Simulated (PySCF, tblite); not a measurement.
# C₆H₇FO: a rotation path, then NMR shifts on frames

Aim: move C₆H₇FO (`C=C/C(=C/C)C(=O)F`) away from its starting geometry and see how NMR shifts follow the geometry.

Computed with tblite 0.8.0 and PySCF 2.14.0, with density-fitted response routines of our own, on a single molecule in the gas phase. Atoms count from 0, in the outputs and in this text.

**1. The molecule as given**

15 atoms, charge 0, multiplicity 1; geometry from: GFN2-xTB.

Bonds of the start (Å): C0–C1 1.33, C1–C2 1.46, C2–C3 1.35, C3–C4 1.48, C2–C5 1.47, C5–O6 1.19, C5–F7 1.37, C0–H8 1.08, C0–H9 1.08, C1–H10 1.08, C3–H11 1.08, C4–H12 1.09, C4–H13 1.09, C4–H14 1.09.

**2. The rotation path with GFN2-xTB**

The job: settings as JSON, then the geometry in Å.

```
{"job": {"kind": "neb", "xc": "GFN2-xTB", "basis": "xTB", "atoms": [1, 2, 5, 7], "turn": 180}, "charge": 0, "multiplicity": 1}
C     -1.169240     2.191789    -0.881819
C     -0.306192     1.198469    -1.049075
C      0.013845     0.170439    -0.058566
C      0.530324    -1.013530    -0.444413
C      0.893316    -2.166144     0.412176
C     -0.206613     0.440764     1.365742
O     -0.459793    -0.307104     2.250477
F     -0.038837     1.764800     1.674204
H     -1.363646     2.896505    -1.671392
H     -1.712535     2.345882     0.034343
H      0.190890     1.073500    -2.002395
H      0.704325    -1.154872    -1.504958
H      0.959823    -1.896723     1.461610
H      0.125790    -2.935338     0.314369
H      1.834129    -2.600445     0.077787
```

Level: GFN2-xTB climbing-image nudged elastic band, gas phase.

On the command line:

```bash
> OMP_NUM_THREADS=1 python probes_run.py task.json out
```

One launch serves the whole session: the jobs run in the order shown.

Log:

```text
image   E - E0 / eV
  0      -0.0000
  1       0.0271
  2       0.0700
  3       0.0659
  4       0.0583
  5       0.0754
  6       0.0816
  7       0.0441
  8       0.0150
```

It took 11 s on 1 thread, shared host.

The final band, with the dihedral C1–C2–C5–F7:

```
image  dihedral (°)  energy (eV)  energy (kcal/mol)
    0           -31        0.000                0.0
    1           -10        0.027                0.6
    2            12        0.070                1.6
    3            33        0.066                1.5
    4            53        0.058                1.3
    5            75        0.075                1.7
    6            96        0.082                1.9
    7           127        0.044                1.0
    8           142        0.015                0.3
```

**3. NMR shieldings: image 0, PBE0/pcSseg-1**

The job: settings as JSON, then the geometry in Å.

```
{"job": {"kind": "nmr", "xc": "PBE0", "basis": "pcSseg-1", "pop": false}, "charge": 0, "multiplicity": 1}
C     -1.169200     2.191800    -0.881800
C     -0.306200     1.198500    -1.049100
C      0.013800     0.170400    -0.058600
C      0.530300    -1.013500    -0.444400
C      0.893300    -2.166100     0.412200
C     -0.206600     0.440800     1.365700
O     -0.459800    -0.307100     2.250500
F     -0.038800     1.764800     1.674200
H     -1.363600     2.896500    -1.671400
H     -1.712500     2.345900     0.034300
H      0.190900     1.073500    -2.002400
H      0.704300    -1.154900    -1.505000
H      0.959800    -1.896700     1.461600
H      0.125800    -2.935300     0.314400
H      1.834100    -2.600400     0.077800
```

Method: GIAO PBE0/pcSseg-1 NMR shielding, non-relativistic, gas phase.

Log:

```text
coarse grid: 13032 points
cycle   1  E = -407.1651195071  dE =  1.236e+00  |g| = 9.099e-01  |ddm| = 3.577e+00
cycle   2  E = -406.7692648032  dE =  3.959e-01  |g| = 1.734e+00  |ddm| = 1.777e+00
cycle   3  E = -407.3109742079  dE = -5.417e-01  |g| = 2.672e-01  |ddm| = 1.310e+00
cycle   4  E = -407.3238535507  dE = -1.288e-02  |g| = 7.955e-02  |ddm| = 2.519e-01
cycle   5  E = -407.3246785410  dE = -8.250e-04  |g| = 2.646e-02  |ddm| = 5.845e-02
cycle   6  E = -407.3248299421  dE = -1.514e-04  |g| = 5.293e-03  |ddm| = 2.633e-02
cycle   7  E = -407.3248343565  dE = -4.414e-06  |g| = 2.716e-03  |ddm| = 6.174e-03
final grid: 127664 points
cycle   8  E = -407.3909198146  dE = -2.235e-05  |g| = 1.308e-02  |ddm| = 3.432e-02
cycle   9  E = -407.3908351946  dE =  8.462e-05  |g| = 2.429e-02  |ddm| = 2.779e-02
cycle  10  E = -407.3909556560  dE = -1.205e-04  |g| = 2.589e-03  |ddm| = 1.851e-02
cycle  11  E = -407.3909570065  dE = -1.351e-06  |g| = 4.678e-04  |ddm| = 1.957e-03
cycle  12  E = -407.3909570382  dE = -3.170e-08  |g| = 2.195e-04  |ddm| = 5.421e-04
cycle  13  E = -407.3909570485  dE = -1.026e-08  |g| = 5.181e-05  |ddm| = 2.076e-04
cycle  14  E = -407.3909570490  dE = -5.391e-10  |g| = 1.761e-05  |ddm| = 5.178e-05
converged SCF energy = -407.3909570490

GIAO shielding tensors (ppm)
atom      isotropic    diamagn.    paramagn.     s11        s22        s33       span
  0 C       58.827     254.210    -195.383    -51.685     61.305    166.861    218.546
  1 C       45.666     252.318    -206.652    -68.790     60.859    144.929    213.720
  2 C       51.598     262.952    -211.354    -44.796     65.297    134.292    179.087
  3 C       27.099     255.518    -228.419    -81.484     10.125    152.656    234.140
  4 C      166.848     247.461     -80.613    147.268    170.077    183.198     35.930
  5 C       20.794     248.517    -227.723    -90.782     49.108    104.056    194.837
  6 O     -130.159     403.174    -533.333   -382.035   -256.695    248.253    630.288
  7 F      116.636     478.649    -362.013   -114.193    189.758    274.342    388.536
  8 H       25.960      28.251      -2.291     23.594     25.404     28.882      5.288
  9 H       25.903      31.537      -5.635     22.396     25.029     30.283      7.887
 10 H       25.201      31.788      -6.586     23.429     23.592     28.583      5.154
 11 H       24.950      33.602      -8.652     22.239     23.296     29.315      7.076
 12 H       28.594      30.246      -1.652     23.763     29.532     32.488      8.724
 13 H       29.565      28.247       1.318     25.938     26.793     35.964     10.026
 14 H       29.829      27.781       2.048     25.758     27.690     36.040     10.282
```

Run time: 76 s. Hardware: 1 thread, shared host.

Shifts follow as δ = σ(reference) − σ, with reference shieldings (ppm) from runs at the same level and on the same kind of geometry: ¹H TMS 31.72, ¹³C TMS 186.9, ¹⁹F CFCl3 170.9, ¹⁷O H2O 336.1. The references are single molecules in the gas phase, so shifts against H2O, NH3, PH3, H3PO4 or CFCl3 are not on the usual liquid scales and can be off by tens of ppm. Each atom is listed at this fixed geometry, with no averaging over motion; a spectrum would average atoms that exchange fast.

```
atoms                               environment  σ (ppm)  δ (ppm)
   C5                           carbonyl carbon     20.8    166.1
   C3                β carbon of a C=C–C=O unit     27.1    159.8
   C1                                 alkene CH     45.7    141.3
   C2                α carbon of a C=C–C=O unit     51.6    135.3
   C0                      terminal =CH2 carbon     58.8    128.1
   C4                     allylic methyl carbon    166.8     20.1
  H11  hydrogen on a β carbon of a C=C–C=O unit    24.95     6.77
  H10                  hydrogen on an alkene CH    25.20     6.52
   H9        hydrogen on a terminal =CH2 carbon    25.90     5.81
   H8        hydrogen on a terminal =CH2 carbon    25.96     5.76
  H12      hydrogen on an allylic methyl carbon    28.59     3.12
  H13      hydrogen on an allylic methyl carbon    29.57     2.15
  H14      hydrogen on an allylic methyl carbon    29.83     1.89
   O6                           carbonyl oxygen   -130.2    466.2
   F7                      fluorine bonded to C    116.6     54.3
```

Orbitals, density, ELF and potential are computed afterwards from the orbital file.

Frontier orbitals at PBE0/pcSseg-1, with the share of their density that lies nearest to each atom:

```
orbital  energy (eV)                                   lies on
   HOMO        -7.20  C0 27 %; C1, C3 about 18 % each; C2 15 %
   LUMO        -1.77  C3 30 %; C2, C5 about 15 % each; O6 12 %
```

ELF in a plane through or near 10 of the atoms.

Values, 10 rows by 14 columns:
```
0.00 0.00 0.00 0.00 0.00 0.00 0.00 0.00 0.00 0.00 0.00 0.00 0.00 0.00
0.00 0.00 0.00 0.00 0.00 0.00 0.00 0.29 0.14 0.00 0.00 0.00 0.00 0.00
0.00 0.00 0.00 0.00 0.01 0.33 0.05 0.86 0.83 0.16 0.00 0.00 0.00 0.00
0.00 0.00 0.00 0.39 0.02 0.38 0.48 0.80 0.76 0.05 0.74 0.02 0.00 0.00
0.00 0.00 0.02 0.79 0.93 0.03 0.66 0.74 0.02 0.95 0.92 0.07 0.00 0.00
0.00 0.00 0.80 0.91 0.22 0.52 0.90 0.86 0.44 0.26 0.55 0.29 0.00 0.00
0.00 0.00 0.96 0.98 0.21 0.77 0.47 0.54 0.91 0.19 0.67 0.47 0.00 0.00
0.00 0.00 0.00 0.02 0.04 0.95 0.54 0.87 0.99 0.11 0.01 0.00 0.00 0.00
0.00 0.00 0.00 0.00 0.00 0.01 0.00 0.01 0.04 0.00 0.00 0.00 0.00 0.00
0.00 0.00 0.00 0.00 0.00 0.00 0.00 0.00 0.00 0.00 0.00 0.00 0.00 0.00
```
The map spans 12.2 Å across and 9.6 Å up, centred on the molecule. Atoms in the plane (x, y in Å): C0 (-2.6, -0.2), C1 (-1.4, -0.7), C2 (-0.2, 0.0), C3 (1.0, -0.7), C4 (2.4, -0.2), C5 (-0.1, 1.4), O6 (0.7, 2.2), H8 (-3.5, -0.8), H11 (0.9, -1.8), H12 (2.4, 0.9).

On the surface of density 0.002 e/bohr³ the electrostatic potential runs, from the 1st to the 99th percentile, from -1.41 V near O6 to 1.23 V near H11.

**4. Shielding tensors: image 3, PBE0/pcSseg-1**

The job: settings as JSON, then the geometry in Å.

```
{"job": {"kind": "nmr", "xc": "PBE0", "basis": "pcSseg-1", "pop": false}, "charge": 0, "multiplicity": 1}
C     -1.046400     2.281200    -0.915000
C     -0.290200     1.196600    -1.024800
C      0.023600     0.183700    -0.013700
C      0.495500    -1.011600    -0.425800
C      0.837600    -2.196800     0.394600
C     -0.132200     0.449700     1.421800
O      0.502300     0.034200     2.334000
F     -1.165700     1.295800     1.710900
H     -1.185300     2.930500    -1.762600
H     -1.563100     2.564800    -0.017400
H      0.171200     0.981500    -1.981500
H      0.581600    -1.159500    -1.496900
H      0.914300    -1.958700     1.449200
H      0.072200    -2.962500     0.254100
H      1.780100    -2.620800     0.051100
```

With the program's defaults for keys left out, this is: GIAO PBE0/pcSseg-1 NMR shielding, non-relativistic, gas phase.

Log:

```text
coarse grid: 13032 points
cycle   1  E = -407.1646328103  dE =  1.238e+00  |g| = 9.106e-01  |ddm| = 3.588e+00
cycle   2  E = -406.7507129754  dE =  4.139e-01  |g| = 1.757e+00  |ddm| = 1.862e+00
cycle   3  E = -407.3112481546  dE = -5.605e-01  |g| = 2.686e-01  |ddm| = 1.394e+00
cycle   4  E = -407.3242533361  dE = -1.301e-02  |g| = 8.056e-02  |ddm| = 2.541e-01
cycle   5  E = -407.3250866254  dE = -8.333e-04  |g| = 2.720e-02  |ddm| = 6.162e-02
cycle   6  E = -407.3252467403  dE = -1.601e-04  |g| = 5.532e-03  |ddm| = 2.760e-02
cycle   7  E = -407.3252515303  dE = -4.790e-06  |g| = 2.913e-03  |ddm| = 6.385e-03
final grid: 127664 points
cycle   8  E = -407.3906345015  dE = -1.765e-05  |g| = 1.307e-02  |ddm| = 3.276e-02
cycle   9  E = -407.3905467105  dE =  8.779e-05  |g| = 2.447e-02  |ddm| = 2.888e-02
cycle  10  E = -407.3906709474  dE = -1.242e-04  |g| = 2.491e-03  |ddm| = 1.926e-02
cycle  11  E = -407.3906722074  dE = -1.260e-06  |g| = 4.667e-04  |ddm| = 1.938e-03
cycle  12  E = -407.3906722414  dE = -3.395e-08  |g| = 2.029e-04  |ddm| = 5.303e-04
cycle  13  E = -407.3906722501  dE = -8.761e-09  |g| = 4.947e-05  |ddm| = 1.941e-04
cycle  14  E = -407.3906722506  dE = -4.927e-10  |g| = 1.560e-05  |ddm| = 4.895e-05
converged SCF energy = -407.3906722506

GIAO shielding tensors (ppm)
atom      isotropic    diamagn.    paramagn.     s11        s22        s33       span
  0 C       61.744     253.329    -191.585    -43.962     59.940    169.256    213.218
  1 C       46.316     252.396    -206.079    -65.649     65.296    139.301    204.950
  2 C       53.029     263.024    -209.995    -44.049     63.305    139.831    183.881
  3 C       23.527     256.128    -232.601    -86.396      8.602    148.376    234.773
  4 C      168.307     247.960     -79.654    146.958    173.921    184.040     37.082
  5 C       20.660     247.698    -227.038    -90.709     45.800    106.889    197.599
  6 O     -118.950     402.674    -521.624   -343.338   -251.107    237.595    580.933
  7 F      118.885     478.892    -360.007   -101.788    183.705    274.737    376.525
  8 H       26.150      28.148      -1.997     24.182     25.184     29.086      4.904
  9 H       25.422      31.607      -6.185     22.862     23.881     29.522      6.660
 10 H       25.330      32.153      -6.823     23.048     23.839     29.102      6.055
 11 H       24.909      33.886      -8.977     22.131     23.100     29.496      7.364
 12 H       28.011      30.198      -2.187     22.094     29.015     32.924     10.830
 13 H       29.879      28.144       1.735     26.072     27.337     36.227     10.154
 14 H       29.715      27.822       1.893     25.905     27.457     35.784      9.880
```

Run time: 52 s. Hardware: 1 thread, shared host.

This run: δ C5 166.3, C3 163.4, C1 140.6, C2 133.9, H11 6.81, H10 6.39 ppm.

[end of part 1 of 2]
